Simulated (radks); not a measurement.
# Tc⁴⁺ in [Kr] 4d3: an all-electron calculation

One table from this session's results is given with a row withheld; the runs are named, their logs left out.

Method: Dirac Kohn-Sham, LDA (Slater exchange, Perdew-Wang correlation), spin-unpolarised, spherical densities, finite nucleus; open shells fill j = l - 1/2 first. Code: radks (a radial shooting solver on a logarithmic mesh, Libxc functionals) version 1.

## The atom as given

| Item | Value |
| --- | --- |
| element | technetium (Z = 43) |
| charge | +4 |
| electrons | 39 |
| configuration | [Kr] 4d3 |
| nuclear rms radius | 4.4112 fm |

The first run:

Input:

```text
Z 43
configuration [Kr] 4d3
relativity Dirac
functional lda,pw
spin unpolarised
j_filling energy
nucleus finite rms 4.4112 fm
c 137.035999084
```

One of the session's tables, all rows but one given; the rest of the session is left out.

It belongs to the step «Radial structure». Radial moments (bohr):

```
level      <r>  outermost maximum (interpolated)  90 % within  nodes
1s1/2  0.03432                            0.0223       0.0615      0
2s1/2   0.1494                             0.126        0.231      1
2p1/2   0.1272                            0.0982        0.208      0
2p3/2   0.1318                             0.102        0.214      0
3s1/2   0.4159                             0.373        0.615      2
3p1/2   0.4094                             0.360        0.619      1
3p3/2   0.4201                             0.369        0.634      1
3d3/2   0.3969                             0.309        0.634      0
3d5/2        ?                                 ?            ?      ?
4s1/2    1.043                             0.943         1.51      3
4p1/2    1.123                             0.996         1.65      2
4p3/2    1.150                              1.02         1.69      2
4d3/2    1.435                              1.20         2.19      1
4d5/2    1.445                              1.21         2.20      1
```

Estimate the missing values for 3d5/2.

**Answer.** <r>: 0.4004; outermost maximum (interpolated): 0.312; 90 % within: 0.639; nodes: 0. In the column «<r>» it lies between 3d3/2 (0.3969) and 3p1/2 (0.4094).

Caveats from the session: Spin polarisation and multiplet splitting are left out.
